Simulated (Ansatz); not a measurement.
# Bi2TeSe2: the cost of one run

Method: DFT PBEsol with spin–orbit coupling, plane waves, PAW, in Ansatz 0.2.0.

3 further runs of the same task are left out: 3 set aside as unsound or not needed.

## (1) Starting point

The structure is trigonal, space group R-3m (No. 166). The conventional cell has a = 4.211 Å, b = 4.211 Å, c = 28.751 Å, α = 90.00°, β = 90.00°, γ = 120.00°. Bi (site symmetry 3m) is surrounded by 3 Se at 2.87 Å and 3 Te at 3.21 Å. Around Te (site symmetry -3m) lie 6 Bi at 3.21 Å. Se (site symmetry 3m) is surrounded by 3 Bi at 2.87 Å.

Coordinates:

```cif
data_structure
_symmetry_space_group_name_H-M 'R-3m:H'
_symmetry_Int_Tables_number 166
_cell_length_a 4.2110
_cell_length_b 4.2110
_cell_length_c 28.7514
_cell_angle_alpha 90.000
_cell_angle_beta 90.000
_cell_angle_gamma 120.000
_cell_volume 441.52
loop_
_atom_site_label
_atom_site_type_symbol
_atom_site_symmetry_multiplicity
_atom_site_Wyckoff_symbol
_atom_site_fract_x
_atom_site_fract_y
_atom_site_fract_z
_atom_site_occupancy
Bi1 Bi 6 c 0.66667 0.33333 0.73956 1
Te1 Te 3 a 0.00000 0.00000 0.00000 1
Se1 Se 6 c 0.33333 0.66667 0.87433 1
```

Origin of the cell: volume kept, shape and atoms relaxed. At PBEsol, without spin–orbit coupling, an earlier run found 0.49 GPa for this cell of 29.435 Å³/atom (8×8×8 mesh), gap on the mesh 0.47 eV.

## (2) Spin-orbit coupling: bands, spin texture

Contents of input.yaml:

```yaml
crystal:
  lattice:
    - [2.1054786023, 1.2155986378, 9.5838039522]
    - [-2.1054786023, 1.2155986378, 9.5838039522]
    - [0.0, -2.4311972756, 9.5838039522]
  atoms:
    - { symbol: Bi, position: [0.4062258759, 0.4062258759, 0.4062258759] }
    - { symbol: Bi, position: [0.5937741241, 0.5937741241, 0.5937741241] }
    - { symbol: Te, position: [0.0, 0.0, 0.0] }
    - { symbol: Se, position: [0.207659798, 0.207659798, 0.207659798] }
    - { symbol: Se, position: [0.792340202, 0.792340202, 0.792340202] }
basis:
  ecutwfc: 420
  ecutrho_ratio: 4
kpoints:
  mp_grid: { grid: [8, 8, 8] }
  band_path:
    path:
      - [[0.0, 0.0, 0.0], [0.5, 0.5, 0.5], [0.82260794, 0.17739206, 0.5]]
      - [[0.5, -0.17739206, 0.17739206], [0.5, 0.0, 0.0], [0.0, 0.0, 0.0], [0.33869603, -0.33869603, 0.0]]
      - [[0.66130397, 0.0, 0.33869603], [0.5, 0.0, 0.5], [0.0, 0.0, 0.0]]
    npoints: 10
hamiltonian:
  xc: pbesol
scf:
  occupations: { method: gaussian, width: 0.05 }
output:
  forces: true
  stress: true
  eigenvalues: true
  populations: true
  eigenstates:
    nscf_kmesh: { grid: [10, 10, 10] }
    de_dk: true
    e_range: [-2.5, 2.971490157171]
  write_density: true
  write_potential: true
  elf: true
  volumetric_format: npy
magnetization:
  noncollinear: true
  spin_orbit: true
```

Run with:

```bash
$ ansatz run input.yaml --threads 8 --pin off --max-ram 15360MiB --backend cpu --events-out ev --progress --plain --runs-dir out
```

Q: Estimate wall time and peak memory on 8 threads of AMD EPYC 7R43 (Zen 3), shared host.

About 3.1 min, with a peak of 3.2 GiB.
